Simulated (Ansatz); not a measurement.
Runs of Ansatz 0.2.0 on TaTe. Symmetry: Pm-3m, No. 221, cubic system. Conventional cell: a = 3.420 Å, b = 3.420 Å, c = 3.420 Å, α = 90.00°, β = 90.00°, γ = 90.00°. Around Ta (site symmetry m-3m) lie 8 Te at 2.96 Å. Te (site symmetry m-3m) is surrounded by 8 Ta at 2.96 Å. The cell was built by a generator and needn't be a form met in nature.

```csv
task,level,cell,cutoff (eV),screening (1/Å),share of exact exchange,gap on the mesh (eV),pressure (GPa),relaxed volume (Å³/atom)
relaxation of cell and atoms,HSE06,relaxed,420,-,-,none,0.0,(b)
single point,r2SCAN50,as given,500,-,-,-,-7.9,-
relaxation of cell and atoms,HSEsol,relaxed,420,-,-,none,0.0,18.99
single point,r2SCANh,as given,500,-,-,none,-3.1,-
single point,HSE06 form with a typed share of exact exchange,as given,420,0.1,0.25,none,(a),-
```

Alike in all rows: potentials or basis Ansatz PAW; no spin polarisation; k mesh 4 × 4 × 4; smearing fermi-dirac 0.05 eV; the mesh is coarse, so values aren't converged.

Task: Fill in the values left out.

Result: (a) -4.4; (b) 19.43.

Caveats: all runs use coarse meshes; the PAW data sets come from PBE, with cores solved anew for the run's functional, which leaves a small shift of forces and pressure; the thresholds are loose for stress (some runs); the plane-wave basis is chosen anew once the cell has moved, so the energies of steps on either side of that aren't comparable (some runs).

A k mesh can miss the band edges, and the runs leave out spin-orbit coupling on Ta, Te.

A gap of «none» marks a metal or a gap under the smearing width.
